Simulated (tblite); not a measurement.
# C4H11ClGeSi2: the cost of one run

The runs use tblite 0.8.0 and PySCF 2.14.0, with density-fitted response routines of our own; the level of theory stands in each step. All values are computed, except where a source is named. Atoms count from 0, in the outputs and in this text.

## Step 1: Starting geometry

19 atoms, charge 0, multiplicity 1; geometry from: force field or distance geometry start.

Bonds of the start (Å): Cl0–C1 1.79, C1–Si2 1.86, Si2–Ge3 2.31, Ge3–C4 1.92, C4–C5 1.32, C5–Si6 1.85, Si6–C7 1.87, C7–Ge3 1.95, C1–H8 1.10, C1–H9 1.10, Si2–H10 1.47, Si2–H11 1.48, Ge3–H12 1.53, C4–H13 1.09, C5–H14 1.08, Si6–H15 1.48, Si6–H16 1.47, C7–H17 1.11, C7–H18 1.10.

## Step 2: Relaxing the molecule with GFN2-xTB

What the job is given:

```
{"job": {"kind": "relax", "xc": "GFN2-xTB", "basis": "xTB"}, "charge": 0, "multiplicity": 1}
Cl    -1.554700    -1.159500     1.970900
C     -2.410600    -0.819800     0.432000
Si    -2.057800     0.926500    -0.099200
Ge     0.161800     1.162700    -0.681300
C      0.732800    -0.398000    -1.633600
C      1.619200    -1.174100    -1.031600
Si     2.180100    -0.629100     0.643900
C      1.300200     0.996600     0.896300
H     -3.492000    -0.961400     0.589500
H     -2.053300    -1.529000    -0.334000
H     -2.405000     1.863900     0.979300
H     -2.894600     1.226400    -1.281000
H      0.444000     2.465600    -1.440700
H      0.341100    -0.642900    -2.622600
H      1.989300    -2.076100    -1.485600
H      1.744800    -1.606400     1.671400
H      3.637100    -0.432500     0.674100
H      0.683200     0.967700     1.818300
H      2.024600     1.828600     0.926500
```

On the command line:

```console
OMP_NUM_THREADS=1 python probes_run.py task.json out
```

The driver reads the jobs from task.json and runs them one after another.

**Question.** How long does this first job take on 1 thread of Arm Neoverse V1, shared host?

About 1.4 s.
